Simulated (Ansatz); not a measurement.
# CH₄ClFOSi: small, medium and large basis sets

How large a basis does CH₄ClFOSi need? Two functionals are run in growing sets.

The runs use Ansatz 0.2.0, Gaussian basis; one geometry, several basis sets.

Levels to be run: PBE0-D4/def2-SVP; ωB97M-V/def2-SVP; PBE0-D4/def2-QZVPP; ωB97M-V/def2-QZVPP; the functionals' def2-TZVPP values are taken from earlier runs.

**1. Structure used throughout**

All runs share one geometry, relaxed beforehand with PBE0-D4 in a triple-zeta def2 set.

9 atoms, charge 0, spin multiplicity 1.

Atoms are counted from 1 here; the program's logs count them from 0.

Bond lengths: O1–Si2 1.624 Å, O1–H6 0.961 Å, Si2–F3 1.594 Å, Si2–C4 1.874 Å, Si2–H7 1.475 Å, C4–Cl5 1.791 Å, C4–H8 1.091 Å, C4–H9 1.090 Å. Angles: Si2–O1–H6 116.8°, O1–Si2–F3 111.4°, O1–Si2–C4 110.8°, O1–Si2–H7 107.5°, F3–Si2–C4 106.7°, F3–Si2–H7 107.9°, C4–Si2–H7 112.5°, Si2–C4–Cl5 108.8°, Si2–C4–H8 111.9°, Si2–C4–H9 112.5°, Cl5–C4–H8 107.4°, Cl5–C4–H9 107.5°, H8–C4–H9 108.6°.

**2. PBE0-D4 in def2-SVP**

The input, in.yaml:

```yaml
crystal:
  periodic: [false, false, false]
  atoms:
    - {symbol: O, position_ang: [-0.446267, 1.074390, 1.418001]}
    - {symbol: Si, position_ang: [0.616218, 0.174442, 0.581666]}
    - {symbol: F, position_ang: [1.723240, 1.082461, -0.118659]}
    - {symbol: C, position_ang: [-0.246490, -0.774433, -0.784604]}
    - {symbol: Cl, position_ang: [-1.336704, 0.342190, -1.662499]}
    - {symbol: H, position_ang: [-1.113049, 1.542340, 0.908617]}
    - {symbol: H, position_ang: [1.298721, -0.713351, 1.542193]}
    - {symbol: H, position_ang: [-0.860142, -1.585597, -0.390571]}
    - {symbol: H, position_ang: [0.452972, -1.188742, -1.511243]}
basis:
  gaussian: {orbitals: def2-SVP}
hamiltonian: {xc: pbe0, dispersion: d4}
output: {orbitals: {seedname: orbitals}}
```

After this run come: ωB97M-V in def2-SVP; PBE0-D4 in def2-QZVPP; ωB97M-V in def2-QZVPP.

Q: Predict the results of all the runs planned. Wanted: PBE0-D4: double and triple zeta above quadruple; ωB97M-V: double and triple zeta above quadruple.

As calculated:

| quantity | value |
| --- | --- |
| PBE0-D4: double and triple zeta above quadruple | 15.71, 0.99 eV |
| ωB97M-V: double and triple zeta above quadruple | 15.78, 0.94 eV |

What this shows: For PBE0-D4 the step from double to triple zeta gains 14.72 eV and the next only 0.99 eV. These are total energies; as a rule much of such shifts cancels in differences, which this series doesn't test. The LUMO of ωB97M-V is positive and keeps falling with the basis (2.58 to 1.39 eV): an unbound level that the basis holds in place.
